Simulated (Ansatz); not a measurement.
# SeSi: the cost of one run

The runs use Ansatz 0.2.0, Gaussian basis; def2-QZVPP, all electrons in the functionals, frozen cores in the correlation of double hybrids and RPA.

The runs, in order: wB97M-V, B2PLYP, at charge 0, triplet; charge 0, singlet; charge 0, quintet; charge 1, doublet; charge 1, quartet.

10 further runs of the same task are left out: 10 set aside as unsound or not needed.

## 1. The system

The geometry is a PBE0/def2-TZVP stationary point (not a proven minimum). No spin-orbit coupling is included. The filled d shell of Se may be among the frozen orbitals whatever the setting's name suggests; the logs give the count.

2 atoms, charge 0, spin multiplicity 3.

Atoms are counted from 1 here; the program's logs count them from 0.

Bond lengths: Si1–Se2 2.312 Å.

No dispersion term is added; wB97M-V holds VV10 nonlocal correlation.

The geometry shown and the zero of energy belong to the point charge 0, triplet. The yardstick, RCCSD(T), and other wave-function levels (R restricted, U unrestricted, valence and pair active spaces) come from earlier runs.

## 2. wB97M-V, charge 0, triplet

Contents of in.yaml:

```yaml
crystal:
  periodic: [false, false, false]
  atoms:
    - {symbol: Si, position_ang: [0.000000, 0.000000, 0.000000]}
    - {symbol: Se, position_ang: [0.000000, 0.000000, 2.311900]}
basis:
  gaussian: {orbitals: "def2-QZVPP.json"}
magnetization: {spin_polarized: true, initial_magnetization: 2}
hamiltonian: {xc: {name: wB97M-V}}
output: {orbitals: {seedname: orbitals}}
```

Started as:

```sh
> ansatz run in.yaml --threads 1 --pin off --events-out ev --progress --plain --max-ram 2393MiB
```

What time and memory should one allow on 1 thread of Arm Neoverse V1, shared host?

About 1.8 min, with a peak of 0.64 GiB.
